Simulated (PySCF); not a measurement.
# C₄H₇BrGeSi: electronic excitations

What electronic excitations should C₄H₇BrGeSi (`C#C/C(Br)=[C](\[SiH3])[GeH3]`) show?

Computed with PySCF 2.14.0, with density-fitted response routines of our own, on a single molecule in the gas phase. Atoms are numbered from 0 throughout.

## 1. The starting structure

14 atoms, charge 0, multiplicity 1; geometry from: GFN2-xTB.

Bonds of the start (Å): C0–C1 1.20, C1–C2 1.40, C2–Br3 1.95, C2–C4 1.33, C4–Si5 1.89, C4–Ge6 1.96, C0–H7 1.05, Si5–H8 1.46, Si5–H9 1.46, Si5–H10 1.47, Ge6–H11 1.49, Ge6–H12 1.49, Ge6–H13 1.50.

## 2. Ultraviolet spectrum: PBE0/def2-SVPD

Job settings and geometry (Å):

```
{"job": {"kind": "uv", "xc": "PBE0", "basis": "def2-SVPD", "nstates": 8, "ntriplets": 3}, "charge": 0, "multiplicity": 1}
C      2.978287     1.325034     0.163561
C      1.799821     1.148330     0.004198
C      0.414929     1.035781    -0.187169
Br    -0.412429     2.722182    -0.694141
C     -0.337722    -0.053581    -0.057293
Si     0.414832    -1.718145     0.427550
Ge    -2.267612     0.099619    -0.351141
H      4.011025     1.439939     0.308588
H      1.837699    -1.729858     0.094676
H     -0.307568    -2.743914    -0.328760
H      0.203210    -1.895195     1.866667
H     -2.567900     0.540953    -1.746937
H     -2.878682     1.071804     0.605712
H     -2.888568    -1.243421    -0.127677
```

Method: TDDFT PBE0/def2-SVPD, vertical, gas phase, core orbitals frozen in the response.

Command:

```console
$ OMP_NUM_THREADS=1 python probes_run.py task.json out
```

One launch serves the whole session: the jobs run in the order shown.

Standard output:

```text
coarse grid: 59184 points
cycle   1  E = -5095.4873349139  dE = -9.385e-01  |g| = 5.138e-01  |ddm| = 1.299e+01
cycle   2  E = -5095.4667514559  dE =  2.058e-02  |g| = 6.004e-01  |ddm| = 2.658e+00
cycle   3  E = -5095.5271588711  dE = -6.041e-02  |g| = 1.429e-01  |ddm| = 1.515e+00
cycle   4  E = -5095.5322455284  dE = -5.087e-03  |g| = 4.545e-02  |ddm| = 3.541e-01
cycle   5  E = -5095.5326590203  dE = -4.135e-04  |g| = 1.506e-02  |ddm| = 1.007e-01
cycle   6  E = -5095.5327038421  dE = -4.482e-05  |g| = 7.858e-03  |ddm| = 4.029e-02
cycle   7  E = -5095.5327204781  dE = -1.664e-05  |g| = 1.123e-03  |ddm| = 2.107e-02
cycle   8  E = -5095.5327208506  dE = -3.725e-07  |g| = 2.978e-04  |ddm| = 6.820e-03
final grid: 120480 points
cycle   9  E = -5095.5326750846  dE = -1.465e-08  |g| = 4.127e-04  |ddm| = 9.709e-03
cycle  10  E = -5095.5326750056  dE =  7.898e-08  |g| = 6.769e-04  |ddm| = 3.312e-03
cycle  11  E = -5095.5326751286  dE = -1.229e-07  |g| = 1.158e-04  |ddm| = 2.097e-03
cycle  12  E = -5095.5326751317  dE = -3.123e-09  |g| = 1.928e-05  |ddm| = 1.900e-04
cycle  13  E = -5095.5326751318  dE = -8.095e-11  |g| = 4.490e-06  |ddm| = 3.290e-05
converged SCF energy = -5095.5326751318

Static polarisability (au): isotropic 130.240, principal 87.587 141.184 161.948

Singlet excitations
state   eV       nm        f      main configurations
  1   4.7529    260.9   0.00574   H->L+1 0.83, H-1->L 0.10
  2   4.8347    256.4   0.00371   H-1->L 0.78, H->L+1 0.14
  3   4.9517    250.4   0.20137   H->L 0.83
  4   5.3178    233.1   0.00017   H-3->L 0.95
  5   5.4337    228.2   0.01023   H-2->L 0.51, H-1->L+1 0.42
  6   5.6563    219.2   0.00234   H-4->L 0.84
  7   5.7366    216.1   0.07947   H-1->L+1 0.40, H-2->L 0.28, H-3->L+1 0.12
  8   5.8373    212.4   0.00018   H-2->L+1 0.90

Triplet excitations (Tamm-Dancoff, eV): 3.1499 4.4157 4.6119
```

Run time: 70 s. Hardware: 1 thread of Arm Neoverse V2, shared host; peak memory 0.96 GiB.

Frontier orbitals and where they lie:

| orbital | eV | atoms |
| --- | --- | --- |
| HOMO−3 | -8.68 | C4 23 %, Br3 20 %, Si5 13 % |
| HOMO−2 | -8.57 | Br3 52 %, C1 16 %, C0 16 % |
| HOMO−1 | -8.10 | Br3 52 %, C0 15 %, C1 15 % |
| HOMO | -7.43 | C4 24 %, Br3 20 %, C2 18 % |
| LUMO | -1.86 | C4 26 %, C2 22 %, C0 15 % |
| LUMO+1 | -1.21 | Br3 41 %, C2 19 %, C0 12 % |
| LUMO+2 | 0.24 | Ge6 23 %, Si5 22 %, Br3 7 % |

With each of the 8 states as a Gaussian band of 0.4 eV half-width at 1/e, the curve within the window shown has maxima at 250 nm (ε 8,600) L/(mol cm). Beyond the last state computed it falls off for lack of states. The curve at chosen wavelengths:

nm, ε (L/mol/cm) and a bar:
```
      202       1226 ####
      206       2064 #######
      210       2909 ##########
      214       3530 ############
      217       3783 #############
      221       3904 #############
      225       4003 ##############
      229       4346 ###############
      233       5075 #################
      237       6129 #####################
      240       6992 ########################
      244       7993 ############################
      248       8571 ##############################
      252       8575 ##############################
      256       8014 ############################
      260       7023 ########################
      263       6116 #####################
      267       4845 #################
      271       3649 ############
      275       2625 #########
      279       1811 ######
      283       1203 ####
      286        866 ##
      290        543 #
      294        332 
      298        197
```

Leading natural transition orbitals of singlet state 3: the hole lies on Br3 29 %; C4 22 %; C0 17 %; the particle on C4 26 %; C2 21 %; C0 16 %.

Leading natural transition orbitals of singlet state 1: the hole lies on C4 29 %; Br3 19 %; C0 18 %; the particle on Br3 35 %; C2 21 %; C0 14 %.

Ground-state properties from the same run:

| property | computed |
| --- | --- |
| dipole moment (D) | 1.37 |
| polarisability (Å³) | 19.30 |
| HOMO–LUMO gap (eV) | 5.57 |
| −ε(HOMO) (eV) | 7.43 |

Orbitals, density, ELF and potential are computed afterwards from the orbital file.

Frontier orbitals at PBE0/def2-SVPD, with the share of their density that lies nearest to each atom:

| orbital | energy (eV) | lies on |
| --- | --- | --- |
| HOMO | -7.43 | C4 29 %; Br3 21 %; C0, C2 about 15 % each |
| LUMO | -1.86 | C4 30 %; C2 23 %; C0 15 % |

ELF in a plane through or near 9 of the atoms.

Ten even steps from '0' (0.00) to '9' (1.00):
```
0000000000000000000000000000
0000000000000000000000000000
0000000000000000000000000000
0000000000000001100000000000
0000000003541146640000000000
0000000039994038840000000000
0000000018991653510264000000
0000000001881413105999500000
0000001321004898218999810000
0000786677512634722799500000
0004999488564853626265100000
0005999561294275346321000000
0001787687672520111220000000
0000013565116665112210000000
0000001110153537600000000000
0000000000484637720000000000
0000000000578667420000000000
0000000000245432100000000000
0000000000001000000000000000
0000000000000000000000000000
```
The map spans 13.7 Å across and 10.9 Å up, centred on the molecule. Atoms in the plane (x, y in Å): C0 (-3.2, -0.7), C1 (-2.0, -0.8), C2 (-0.6, -1.0), Br3 (-0.1, -2.8), C4 (0.3, 0.0), Si5 (-0.1, 1.8), Ge6 (2.2, -0.6), H7 (-4.2, -0.6), H13 (3.1, 0.7).

On the surface of density 0.002 e/bohr³ the electrostatic potential runs, from the 1st to the 99th percentile, from -0.53 V near Br3 to 1.60 V near H7.

## 3. Summary of results

| quantity | value |
| --- | --- |
| lowest singlet (PBE0/def2-SVPD) | 4.75 eV (261 nm), f = 0.006 |
| brightest single state of those computed | state 3, 4.95 eV, f = 0.201 |
| lowest triplet | 3.15 eV |
| surface potential, 1st and 99th percentile | -0.53 V and 1.60 V |

What this shows: The lowest singlet, at 4.75 eV, is HOMO→LUMO+1 0.83, HOMO−1→LUMO 0.10 and is weak; of the 8 states computed, the strongest absorption comes from state 3 at 4.95 eV. The lowest triplet lies 1.60 eV below the lowest singlet (triplets in Tamm-Dancoff, singlets in full TDDFT). At PBE0/def2-SVPD, counted by nearest atom on the grid, the HOMO lies on C4 29 %; Br3 21 %, the LUMO on C4 30 %; C2 23 %.
